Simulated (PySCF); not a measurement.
**SrS: basis, grid and Hamiltonian**

Aim: see how much the energy and properties of SrS depend on the numerical set-up.

Program: PySCF 2.14.0. Level of theory: each script names its method and basis. These are calculated values, not measurements.

4 further runs of the same task are left out: 1 for a known fault of the program, 3 that didn't finish.

## (1) Where the work starts

SrS: 2 atoms, charge 0, spin multiplicity 1.

Bond lengths: Sr1–S2 2.882 Å.

## (2) The base run

Input file input.py:

```python
from pyscf import gto, scf

mol = gto.M(
    atom='Sr 0 0 0; S 0 0 2.882',
    basis='def2-svp',
    ecp={'Sr': 'def2-svp'},
    charge=0,
    spin=0,
    verbose=4,
)
mf = scf.UHF(mol)
mf.kernel()
mf.dip_moment()
print('orbital energies (hartree):', [e[max(0, n-3):n+3].round(4) for e, n in zip(mf.mo_energy, mol.nelec)])
```

Run with:

```
$ OMP_NUM_THREADS=1 python input.py
```

Its log is not repeated here.

It gives: E(SCF) = -427.730505 Eh, μ = 14.41 D.

The bond length is a typed value, not an optimised one.

## (3) Ano-rcc-vdzp (core potential off, X2C on)

Run 1 changes basis set: def2-svp → ano-rcc-vdzp; core potential: on → off; spin-free X2C: off → on. The core potential changes with it: totals don't compare.

Input file input.py:

```python
from pyscf import gto, scf

mol = gto.M(
    atom='Sr 0 0 0; S 0 0 2.882',
    basis='ano-rcc-vdzp',
    charge=0,
    spin=0,
    verbose=4,
)
mf = scf.UHF(mol)
mf = mf.sfx2c1e()
mf.kernel()
mf.dip_moment()
print('orbital energies (hartree):', [e[max(0, n-3):n+3].round(4) for e, n in zip(mf.mo_energy, mol.nelec)])
```

Run with:

```
$ OMP_NUM_THREADS=1 python input.py
```

## (4) Def2-svpd

Run 2 changes basis set: def2-svp → def2-svpd.

Changes to input.py since step 2:

```diff
@@ -4,4 +4,4 @@
     atom='Sr 0 0 0; S 0 0 2.882',
-    basis='def2-svp',
-    ecp={'Sr': 'def2-svp'},
+    basis='def2-svpd',
+    ecp={'Sr': 'def2-svpd'},
     charge=0,
```

## (5) Core potential off

Run 3 changes core potential: on → off. The core potential changes with it: totals don't compare.

Changes to input.py since step 2:

```diff
@@ -5,3 +5,2 @@
     basis='def2-svp',
-    ecp={'Sr': 'def2-svp'},
     charge=0,
```

## (6) Def2-tzvp

Run 4 changes basis set: def2-svp → def2-tzvp.

Changes to input.py since step 2:

```diff
@@ -4,4 +4,4 @@
     atom='Sr 0 0 0; S 0 0 2.882',
-    basis='def2-svp',
-    ecp={'Sr': 'def2-svp'},
+    basis='def2-tzvp',
+    ecp={'Sr': 'def2-tzvp'},
     charge=0,
```

Q: Predict the outcome of this session. Wanted: for each run, E(SCF); from base; gap; SCF dipole.

The runs gave:

```csv
run,E(SCF) (hartree),from base (eV),cycles,gap (eV),SCF dipole (D),functions
base,-427.730505,0,18,5.00,14.41,41
"ano-rcc-vdzp (core potential off, X2C on)",-3575.862682,not comparable,11,5.14,14.82,49
def2-svpd,-427.740193,-0.2636,15,4.94,15.67,53
core potential off (poor choice),-914.531453,not comparable,17,3.41,10.80,41
def2-tzvp,-427.873968,-3.9038,15,4.99,15.18,70
```

In words: Of the runs whose energies can be compared, “def2-tzvp” moves the SCF energy most (-3.904 eV). def2-svpd (53 functions) gives an energy 0.26 eV lower than def2-svp (41). def2-tzvp (70 functions) gives an energy 3.90 eV lower than def2-svp (41). The dearest run is “ano-rcc-vdzp (core potential off, X2C on)”, at 3.6 s against 0.72 s. Rows marked «poor choice» come from settings spoiled on purpose.
